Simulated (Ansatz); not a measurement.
# SiGeH₄ (triplet): wave-function methods side by side at distance Ge1–H5 along a hydrogen transfer = 1.648 Å, cc-pVDZ

Aim: climb from Hartree-Fock through coupled cluster and multireference methods for SiGeH₄ (triplet) at one geometry and basis, and see what each rung misses.

Program: Ansatz 0.2.0, Gaussian basis. Level of theory: cc-pVDZ, core rule «outside noble gas», up to 19 orbitals frozen. These are calculated values, not measurements.

The runs, in order: UHF; CCSD(T) on ROHF; CCSD(T) on UHF; BCCD(T) on ROHF; CISD; CCSDT(Q) on ROHF; CCSDT(Q) on UHF; CASSCF and MRCISD+Q, 4 electrons in 4 orbitals; CASSCF and NEVPT2, 4 electrons in 4 orbitals.

15 further runs of the same task are left out: 13 that didn't finish, 2 set aside as unsound or not needed.

**1. The system**

The geometry derives from fragments relaxed apart (PBE0/def2-TZVP) and kept rigid, so it is no stationary point. A hydrogen atom is moved between rigid fragments. No spin-orbit coupling is included. The filled d shell of Ge may be among the frozen orbitals whatever the setting's name suggests; the logs give the count.

6 atoms, charge 0, spin multiplicity 3.

Atoms are counted from 1 here; the program's logs count them from 0.

Bond lengths: Ge1–H2 1.534 Å, Ge1–H3 1.534 Å, Ge1–H4 1.534 Å, Ge1–H5 1.648 Å. Angles: H2–Ge1–H3 109.5°, H2–Ge1–H4 109.5°, H2–Ge1–H5 109.5°, H3–Ge1–H4 109.5°, H3–Ge1–H5 109.5°, H4–Ge1–H5 109.5°.

**2. UHF**

File in.yaml:

```yaml
crystal:
  periodic: [false, false, false]
  atoms:
    - {symbol: Ge, position_ang: [-1.012638, 0.000000, 0.000000]}
    - {symbol: H, position_ang: [-1.524088, 1.446599, 0.000000]}
    - {symbol: H, position_ang: [-1.524087, -0.723300, 1.252792]}
    - {symbol: H, position_ang: [-1.524088, -0.723299, -1.252792]}
    - {symbol: H, position_ang: [0.635362, 0.000000, 0.000000]}
    - {symbol: Si, position_ang: [2.760362, 0.000000, 0.000000]}
basis:
  gaussian: {orbitals: cc-pVDZ}
magnetization: {spin_polarized: true, initial_magnetization: 2}
hamiltonian: {xc: hf}
output: {orbitals: {seedname: orbitals}}
```

Run with:

```
$ ansatz run in.yaml --threads 1 --pin off --events-out ev --progress --plain --max-ram 2393MiB
```

The runs that follow: CCSD(T) on ROHF; CCSD(T) on UHF; BCCD(T) on ROHF; CISD; CCSDT(Q) on ROHF; CCSDT(Q) on UHF; CASSCF and MRCISD+Q, 4 electrons in 4 orbitals; CASSCF and NEVPT2, 4 electrons in 4 orbitals.

Q: Predict the results of all the runs planned. Wanted: UCCSDT(Q) below the RHF energy; RMP2 from UCCSDT(Q); UMP2 from UCCSDT(Q); RCCSD from UCCSDT(Q); RCCSD(T) from UCCSDT(Q); UCCSD(T) from UCCSDT(Q); RCCSDT(Q) from UCCSDT(Q); MRCISD+Q pair from UCCSDT(Q); T1 diagnostic.

As calculated:

| quantity | value |
| --- | --- |
| UCCSDT(Q) below the RHF energy | -5.9996 eV |
| RMP2 from UCCSDT(Q) | +140.1 kJ/mol |
| UMP2 from UCCSDT(Q) | +140.0 kJ/mol |
| RCCSD from UCCSDT(Q) | +14.8 kJ/mol |
| RCCSD(T) from UCCSDT(Q) | +3.3 kJ/mol |
| UCCSD(T) from UCCSDT(Q) | +3.3 kJ/mol |
| RCCSDT(Q) from UCCSDT(Q) | 0.0 kJ/mol |
| MRCISD+Q pair from UCCSDT(Q) | +0.2 kJ/mol |
| levels within 1 kcal/mol (43 meV) | RCCSD(T), UCCSD(T), BCCD(T), RCCSDT, UCCSDT, RCCSDT(Q), MRCISD+Q pair |
| T1 diagnostic | 0.017 |

In words: RCCSD(T) misses by +3.3 kJ/mol, 0.6 % of the correlation energy. These misses are within one basis, not against nature; the frozen cores of restricted and unrestricted runs differ, which can shift their rows.
